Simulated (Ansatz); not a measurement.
**PIr2 (Fm-3m): all-electron equation of state from a Python script**

Where is the equilibrium volume of PIr2 (Fm-3m) with all electrons, and how stiff is it? The task is an all-electron equation of state, for PIr2 (Fm-3m).

The COD entry's cell or inner coordinates are ideal or old and differ from later refinements, so a difference from it is no clean test against experiment.

Computed with Ansatz 0.2.0, driven from Python. Level of theory: DFT PBEsol, all-electron LAPW.

## (1) The system

It takes space group Fm-3m (No. 225, cubic). Conventional cell: a = 5.535 Å, b = 5.535 Å, c = 5.535 Å, α = 90.00°, β = 90.00°, γ = 90.00°. Around P (site symmetry m-3m) lie 8 Ir at 2.40 Å. Ir (site symmetry -43m) is surrounded by 4 P at 2.40 Å.

No structure file is read: the coordinates are typed or built in the script.

## (2) The code

Input file eos_lapw.py:

```python
"""E(V) of PIr2 on LAPW."""

import warnings

import ansatz
from ase.eos import EquationOfState
from ase.units import GPa
import numpy as np

vectors0 = np.array([
    [0.0, 2.7675, 2.7675],
    [2.7675, 0.0, 2.7675],
    [2.7675, 2.7675, 0.0],
])
sites = [
    ("P", (0.0, 0.0, 0.0)),
    ("Ir", (0.25, 0.25, 0.25)),
    ("Ir", (0.75, 0.75, 0.75)),
]


def make_crystal(cell):
    crystal = ansatz.Crystal(lattice=ansatz.Lattice.of(cell))
    for symbol, position in sites:
        crystal = crystal.atom(symbol, position)
    return crystal


def main() -> None:
    warnings.simplefilter("ignore", ansatz.DeckWarning)

    volumes, energies = [], []
    for scale in np.linspace(0.94, 1.06, 5):
        cell = vectors0 * scale ** (1 / 3)
        job = (
            make_crystal(cell).calculation()
            .functional("pbesol")
            .occupations("Gaussian", width=0.1)
            .kpoints(9, 9, 9)
            .pseudopotentials("all_electron", lapw=True, basis_error=0.0005)
        )
        data = job.run().report
        volumes.append(abs(np.linalg.det(cell)) / len(sites))
        energies.append(data["free_energy_ev"] / len(sites))
        print(f"{scale:.3f} {volumes[-1]:9.4f} A^3/atom {energies[-1]:16.5f} eV/atom  (estimated basis error {1000 * data['lapw_basis_errors']['total_ev_per_atom']:.2f} meV/atom)")
    v0, e0, bulk = EquationOfState(volumes, energies, eos="birchmurnaghan").fit()
    print(f"V0 = {v0:.4f} A^3/atom, B0 = {bulk / GPa:.1f} GPa")


if __name__ == "__main__":
    main()
```

## (3) The input behind the calls

The engine receives this input (first run):

```yaml
crystal:
  lattice:
    - [0.0, 2.7110045558703164, 2.7110045558703164]
    - [2.7110045558703164, 0.0, 2.7110045558703164]
    - [2.7110045558703164, 2.7110045558703164, 0.0]
  atoms:
    - { symbol: P, position: [0.0, 0.0, 0.0] }
    - { symbol: Ir, position: [0.25, 0.25, 0.25] }
    - { symbol: Ir, position: [0.75, 0.75, 0.75] }
kpoints:
  mp_grid:
    grid: [9, 9, 9]
hamiltonian:
  xc: pbesol
  pseudopotentials:
    kind: all_electron
    lapw:
      basis_error: 0.0005
scf:
  occupations:
    method: gaussian
    width: 0.1
```

## (4) Running it

Started as:

```
$ python eos_lapw.py
```

**Question.** Estimate the equilibrium volume and the bulk modulus.

**Answer**, as computed:

| quantity | value |
| --- | --- |
| runs compared | 5 |
| range of energy | 52.49 meV/atom |
| lowest point, volume (Å³/atom) | 14.131 |
| equilibrium volume (fit) | 14.12 Å³/atom |
| bulk modulus (fit) | 304 GPa |

What this shows: A third-order Birch-Murnaghan fit through the 5 points has its minimum at 14.12 Å³ an atom, 0.1 % below the typed cell, with a bulk modulus of 304 GPa and dB/dP = 4.9. From that minimum the energy rises by 52.5 meV an atom on the compressed side and 44.7 meV on the expanded side. Caveats:
- All-electron totals depend on functional, relativistic treatment and basis; only differences at equal settings carry meaning.
- The mesh is modest for a metal, so energies can be off by several to tens of meV an atom and pressures by half a GPa or more; differences at equal mesh fare better.
- Of the deposited cell: the entry's cell lengths or inner coordinates differ somewhat from later room-temperature determinations.
- Spin-orbit coupling, which matters for elements this heavy, is left out.
